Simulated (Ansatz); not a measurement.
# TiB: the crystal squeezed far

How does TiB answer strong compression? The runs shown use PAW. Its runs: volume scaled by 1 (PAW); volume scaled by 0.85 (PAW); volume scaled by 0.8 (PAW); volume scaled by 0.45 (PAW).

Method: DFT, r2SCAN, PAW with Ansatz's default frozen-core files, scalar-relativistic, in Ansatz 0.2.0.

## (1) The system as given

Symmetry: F-43m, No. 216, cubic system. Conventional cell: a = 4.202 Å, b = 4.202 Å, c = 4.202 Å, α = 90.00°, β = 90.00°, γ = 90.00°. Ti (site symmetry -43m) is surrounded by 4 B at 1.82 Å. Around B (site symmetry -43m) lie 4 Ti at 1.82 Å.

As a file:

```
CELL_PARAMETERS angstrom
0.00000 2.10100 2.10100
2.10100 0.00000 2.10100
2.10100 2.10100 0.00000
ATOMIC_POSITIONS crystal
Ti 0.25000 0.25000 0.25000
B 0.00000 0.00000 0.00000
```

Whether this phase is the stable one at these pressures isn't tested.

Atoms are numbered in the order of the input: Ti1, B2.

## (2) Volume scaled by 1, PAW

Contents of input.yaml:

```yaml
crystal:
  lattice:
    - [0.0, 2.101, 2.101]
    - [2.101, 0.0, 2.101]
    - [2.101, 2.101, 0.0]
  atoms:
    - { symbol: Ti, position: [0.25, 0.25, 0.25] }
    - { symbol: B, position: [0.0, 0.0, 0.0] }
kpoints:
  mp_grid: { grid: [15, 15, 15] }
  band_path:
    path:
      - [0.0, 0.0, 0.0]
      - [-0.5, -0.5, 0.0]
      - [-0.375, -0.375, 0.25]
      - [-0.375, 0.0, 0.375]
      - [0.0, 0.0, 0.0]
      - [0.0, 0.0, 0.5]
      - [-0.5, -0.25, 0.25]
      - [-0.5, -0.5, 0.0]
    npoints: 6
scf:
  occupations: { method: fermi_dirac, width: 0.05 }
hamiltonian:
  xc: r2scan
  pseudopotentials: { kind: paw }
output:
  forces: true
  stress: true
  eigenvalues: true
  efg: { contact_densities: true }
  populations: true
```

Command:

```bash
ansatz run input.yaml --threads 1 --pin off --max-ram 2048MiB --backend cpu --events-out ev --progress --plain --runs-dir out
```

## (3) Volume scaled by 0.85, PAW

Edit input.yaml of step 2 so:

```diff
@@ -2,5 +2,5 @@
   lattice:
-    - [0.0, 2.101, 2.101]
-    - [2.101, 0.0, 2.101]
-    - [2.101, 2.101, 0.0]
+    - [0.0, 1.9902105663, 1.9902105663]
+    - [1.9902105663, 0.0, 1.9902105663]
+    - [1.9902105663, 1.9902105663, 0.0]
   atoms:
```

## (4) Volume scaled by 0.8, PAW

Edit input.yaml of step 3 so:

```diff
@@ -2,5 +2,5 @@
   lattice:
-    - [0.0, 1.9902105663, 1.9902105663]
-    - [1.9902105663, 0.0, 1.9902105663]
-    - [1.9902105663, 1.9902105663, 0.0]
+    - [0.0, 1.9503956279, 1.9503956279]
+    - [1.9503956279, 0.0, 1.9503956279]
+    - [1.9503956279, 1.9503956279, 0.0]
   atoms:
```

## (5) Volume scaled by 0.45, PAW

Edit input.yaml of step 4 so:

```diff
@@ -2,5 +2,5 @@
   lattice:
-    - [0.0, 1.9503956279, 1.9503956279]
-    - [1.9503956279, 0.0, 1.9503956279]
-    - [1.9503956279, 1.9503956279, 0.0]
+    - [0.0, 1.6100161175, 1.6100161175]
+    - [1.6100161175, 0.0, 1.6100161175]
+    - [1.6100161175, 1.6100161175, 0.0]
   atoms:
```

(Steps that only read results are left out.)

**Question.** What will these runs give? Wanted: PAW pressure at 0.45 of the volume.

As calculated:

| quantity | value |
| --- | --- |
| PAW pressure at 0.45 of the volume | 1042.5 GPa |

In words: At 0.45 of the starting volume PAW gives 1043 GPa. A third-order Birch-Murnaghan fit found no sensible minimum. No all-electron run checks these rows here, and frozen cores can fail under such compression. The ions are at rest, and the electrons smeared by 0.05 eV.
